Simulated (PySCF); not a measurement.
# A diatomic session: CdS+

Aim: find the lowest electronic state of CdS+, scan its bond at several levels of theory, and get bond length, wavenumber and dissociation energy from each curve.

Computed with PySCF 2.14.0. Level: Cd def2-SVP with ECP28, S def2-SVP, scalar-relativistic core potentials.

**1. Set-up**

The job is set up so:

```yaml
atoms: Cd, S
charge: 1
basis: Cd def2-SVP with ECP28, S def2-SVP
Hamiltonian: scalar-relativistic core potentials
basis_functions: 49
electrons_treated: 35
masses_in_u: 113.9034, 31.9721
levels: PBE0, PBE, r²SCAN, M06-L, r²SCAN0, revPBE, HF, MP2, SCS-MP2, CCSD, CCSD(T)
grid: 80 radial by 434 angular points
occupations: held fixed by the projection of orbital angular momentum
dissociation_limit: Cd+ + S, each in its ground configuration
starting_distance_in_angstrom: 2.485
values_of_2S_to_try: 1, 3
```

The run is started by

```console
$ OMP_NUM_THREADS=1 python dia.py task.json out
```

After this run come: PBE0 along the bond; Higher solutions at PBE0; PBE (GGA); r²SCAN; M06-L; r²SCAN0 (hybrid meta-GGA); revPBE (GGA); ROHF (mean field); Adding correlation.

Before running it: what results should come out? Wanted: for each run, Re; ωe; De; μ.

As calculated:

Lowest PBE0 solution found, without spin–orbit coupling: ²Π (doublet), unpaired electrons π ↑. State 2 has its PBE0 minimum 0.51 eV higher. State 3 has its PBE0 minimum 0.69 eV higher, as a spin-mixed determinant (⟨S²⟩ = 1.76), so this is no gap between pure states. State 4 has its PBE0 minimum 1.05 eV higher, as a spin-mixed determinant (⟨S²⟩ = 1.76), so this is no gap between pure states. The other levels ran on the lowest alone.

```
       level  Re (Å)  ωe (cm⁻¹)  De (eV)  μ (D)
        ROHF   2.376        357    0.233  -4.94
    ROHF-MP2   2.347        352     1.27    n/a
ROHF-SCS-MP2   2.362        342     1.23    n/a
   ROHF-CCSD   2.378        328     1.27    n/a
ROHF-CCSD(T)   2.387        318     1.42    n/a
         PBE   2.370        320     1.98  -2.28
      revPBE   2.387        312     1.77  -2.41
      r²SCAN   2.348        338     1.78  -2.88
       M06-L   2.363        329     1.69  -3.24
        PBE0   2.354        338     1.66  -3.03
     r²SCAN0   2.340        348     1.54  -3.35
```

De is counted to Cd+ + S in their ground configurations. A positive dipole points from Cd to S; in an ion it is taken about the centre of mass and does not tell which atom is negative.

Differences from CCSD(T) in the same basis:

```csv
level,Re (mÅ),ωe (%)
ROHF,-11,+12.3
ROHF-MP2,-40,+10.9
ROHF-SCS-MP2,-25,+7.8
ROHF-CCSD,-9,+3.4
PBE,-17,+0.8
revPBE,0,-1.9
r²SCAN,-39,+6.3
M06-L,-24,+3.6
PBE0,-33,+6.4
r²SCAN0,-46,+9.7
```

**Reading.** Judged by CCSD(T) in the same basis: best bond length revPBE (0 mÅ), worst r²SCAN0 (-46 mÅ); best wavenumber PBE (+0.8 %), worst ROHF (+12.3 %). Hartree–Fock makes the bond too short and too stiff against this reference, as it mostly does. CCSD(T) in a basis this small is itself some way from its limit, more so than the functionals. Of the levels with a De here, ROHF gives the least (0.233 eV) and PBE the most (1.98 eV).

Correlated steps freeze 5 core orbitals. Spin–orbit coupling is left out.
